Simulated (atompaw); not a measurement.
# A PAW (atompaw) potential for Rb, from input to tests

Do these settings give a usable potential? It is generated, then checked for scattering, ghosts and hardness.

Method: atompaw 4.2.0.5, PBE, scalar-relativistic.

## 1. Starting point

The settings as typed:

* element: rubidium (Rb, Z = 37)
* type: PAW
* frozen core: [Kr]
* valence charge: 1
* reference configuration: 5s1 5p0
* partial waves: 5s (bound): rc 3.00 bohr; 5s channel at 2.05 Ry: rc 3.00 bohr; 5p (bound, empty): rc 3.00 bohr; 5p channel at 0.4 Ry: rc 3.00 bohr; 4d channel at 0.2 Ry: rc 3.00 bohr
* local potential: ultrasoft scheme with l = 3 at -0.5 Ry, radius 2.90 bohr
* core correction: smooth core density matched at 3.00 bohr
* augmentation charge: sinc compensation charge, radius 2.95 bohr; PAW radius 3.00 bohr; waves and projectors: custom polynom vanderbiltortho

The nodes and maxima of the atom's own shells, from an earlier all-electron run, set the scale for the radii.

All-electron outer shells of the reference configuration (PBE, scalar-relativistic, ld1.x):

| shell | level (eV) | outermost node (bohr) | outermost maximum (bohr) |
| --- | --- | --- | --- |
| 4s | -31.89 | 0.62 | 1.25 |
| 4p | -15.96 | 0.64 | 1.42 |
| 5s | -2.23 | 1.79 | 4.38 |
| 5p | -0.75 | 2.21 | 6.21 |

## 2. Generation

Rb.input

```
Rb 37
GGA-PBE scalarrelativistic loggrid 1500 logderivrange -2 5 176
5 5 3 0 0 0
5 0 1
5 1 0
0 0 0
c
c
c
c
v
c
c
c
v
c
2
3.00 2.95 2.90 3.00
y
2.05
n
y
0.4
n
y
0.2
n
custom polynom vanderbiltortho sinc
3 -0.5 ultrasoft
3.00
3.00
3.00
3.00
3.00
PWSCFOUT
UPFDX 0.0125d0 UPFXMIN -7.d0 UPFZMESH 37.d0
END
```

The run is started by

```console
$ atompaw < Rb.input > Rb.log
```

Before running it: what results should come out? Wanted: cutoffs for 10 and 1 mRy, occupied levels; bound ghosts; largest phase difference near zero energy, channels read; lowest eigenvalue of the overlap; share of valence orbitals outside the PAW sphere; UPF file.

As calculated:

```
                                                quantity                           value
               cutoffs for 10 and 1 mRy, occupied levels   6 Ry or less and 6 Ry or less
                                            bound ghosts  s at -34.55 eV, p at -15.96 eV
largest phase difference near zero energy, channels read                       0.027 rad
         lowest eigenvalue of the overlap (Bessel basis)                       0.382 (s)
        share of valence orbitals outside the PAW sphere                5s 90 %, 5p 98 %
                                                UPF file                         written
```

In words: It has a bound ghost (s, p), a state that the atom doesn't have, and that rules the file out. Close by lies the frozen 4p level (-16.0 eV). By its cutoff, 6 Ry or less for the looser tolerance, it is soft on the atom at that tolerance. Near zero energy the phases of the channels with partial waves agree within 0.027 rad.
